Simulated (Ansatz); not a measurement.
# BF3: the cost of one run

Computed with Ansatz 0.2.0, Gaussian basis. Level: PBE0-D4/def2-TZVP structures, single points in def2-TZVPP, no counterpoise correction.

Levels: SPW92, PBE-D4, BLYP-D4, r2SCAN-D4, B97M-V, PBE0-D4, B3LYP-D4, r2SCAN0-D4, BHLYP-D4, CAM-B3LYP-D4, wB97X-V, wB97M-V, B2PLYP, PBE-QIDH, RPA on PBE, Hartree-Fock, MP2, CCSD, CCSD(T).

Cores are frozen in the correlated methods. B3LYP uses VWN-RPA correlation. B2PLYP carries no dispersion term here.

94 further runs of the same task are left out: 94 set aside as unsound or not needed.

## 1. The starting structure

The complex: 7 atoms, charge 0, spin multiplicity 1.

Atoms are counted from 1 here; the program's logs count them from 0.

Bond lengths: B1–F3 1.352 Å, B1–F4 1.337 Å, B1–F6 1.352 Å, O2–H5 0.965 Å, O2–H7 0.965 Å. Angles: F3–B1–F4 116.6°, F3–B1–F6 116.2°, F4–B1–F6 116.6°, H5–O2–H7 107.8°.

As a file:

```xyz
7

B    -0.0859   -0.7364    0.1189
O    -0.0777    1.0366    0.1167
F    -0.6358   -0.9710   -1.0938
F    -0.8400   -1.0255    1.1848
H     0.8388    1.3340    0.1673
F     1.2399   -0.9771    0.2309
H    -0.4395    1.3394   -0.7249
```

Its parts: BF₃ holds atoms 1, 3, 4, 6; H₂O holds atoms 2, 5, 7. Each part counts its atoms afresh in its own runs.

## 2. Relaxing BF₃ alone

relax-a/in.yaml reads:

```yaml
crystal:
  periodic: [false, false, false]
  atoms:
    - {symbol: B, position_ang: [-0.085913, -0.736398, 0.118924]}
    - {symbol: F, position_ang: [-0.635785, -0.971013, -1.093849]}
    - {symbol: F, position_ang: [-0.839963, -1.025481, 1.184850]}
    - {symbol: F, position_ang: [1.239851, -0.977146, 0.230937]}
basis:
  gaussian: {orbitals: def2-TZVP}
hamiltonian: {xc: pbe0, dispersion: d4}
relax: {f_tol: 0.005, max_steps: 200}
```

Command:

```console
$ ansatz run in.yaml --threads 4 --pin off --events-out ev --progress --plain --max-ram 9574MiB
```

**Question.** How long does this run take on 4 threads of Arm Neoverse N1, shared host?

About 6 s.
